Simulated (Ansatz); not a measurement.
# C3H12SiSn: the cost of one run

All numbers below are computed with Ansatz 0.2.0 (RHF/def2-SVP).

## (1) The system as given

Bond lengths (14 of 16 bonds, heavy atoms first): C1–Si2 1.835 Å, Si2–Sn3 2.508 Å, Sn3–C4 2.145 Å, Sn3–C5 2.121 Å, C1–H6 1.151 Å, C1–H7 1.063 Å, C1–H8 1.143 Å, Si2–H9 1.508 Å, Si2–H10 1.463 Å, Sn3–H11 1.758 Å, C4–H12 1.089 Å, C4–H13 1.214 Å, C4–H14 1.073 Å, C5–H15 1.100 Å. Angles (14 of 30 angles, heavy atoms first): C1–Si2–Sn3 107.5°, Si2–Sn3–C4 108.9°, Si2–Sn3–C5 110.2°, C4–Sn3–C5 111.4°, C1–Si2–H9 107.8°, C1–Si2–H10 111.4°, Sn3–Si2–H9 111.4°, Sn3–Si2–H10 110.1°, Si2–C1–H6 108.7°, Si2–C1–H7 112.4°, Si2–C1–H8 107.3°, Si2–Sn3–H11 109.0°, C4–Sn3–H11 106.6°, C5–Sn3–H11 110.7°.

Its coordinates follow in the input file.

## (2) Relaxing end A

The input, input.yaml:

```yaml
crystal:
  periodic: [false, false, false]
  atoms:
    - { symbol: C, position_ang: [-1.3648, 1.056, 1.6638] }
    - { symbol: Si, position_ang: [0.2583, 1.5556, 0.9698] }
    - { symbol: Sn, position_ang: [0.9196, -0.1741, -0.7215] }
    - { symbol: C, position_ang: [1.1002, -2.0728, 0.2594] }
    - { symbol: C, position_ang: [-0.5065, -0.2475, -2.2903] }
    - { symbol: H, position_ang: [-2.1497, 1.0783, 0.8217] }
    - { symbol: H, position_ang: [-1.3263, 0.1081, 2.1429] }
    - { symbol: H, position_ang: [-1.6919, 1.8772, 2.3891] }
    - { symbol: H, position_ang: [1.247, 1.6193, 2.1071] }
    - { symbol: H, position_ang: [0.1873, 2.8743, 0.3403] }
    - { symbol: H, position_ang: [2.513, 0.2196, -1.3501] }
    - { symbol: H, position_ang: [1.7959, -2.0451, 1.0961] }
    - { symbol: H, position_ang: [-0.0209, -2.292, 0.6705] }
    - { symbol: H, position_ang: [1.2839, -2.8507, -0.4567] }
    - { symbol: H, position_ang: [-0.2266, -1.0341, -3.0065] }
    - { symbol: H, position_ang: [-1.4937, -0.4488, -1.8205] }
    - { symbol: H, position_ang: [-0.544, 0.7764, -2.7749] }
basis:
  gaussian: { orbitals: def2-SVP }
hamiltonian:
  xc: hf
relax:
  f_tol: 0.015
  max_steps: 40
```

Launch:

```console
> ansatz run input.yaml --threads 2 --pin off --max-ram 3072MiB --backend cpu --events-out ev --progress --plain --runs-dir out
```

**Question.** How long does this run take on 2 threads of Arm Neoverse V1, shared host, and how much memory does it need?

About 28 s, with a peak of 0.43 GiB.
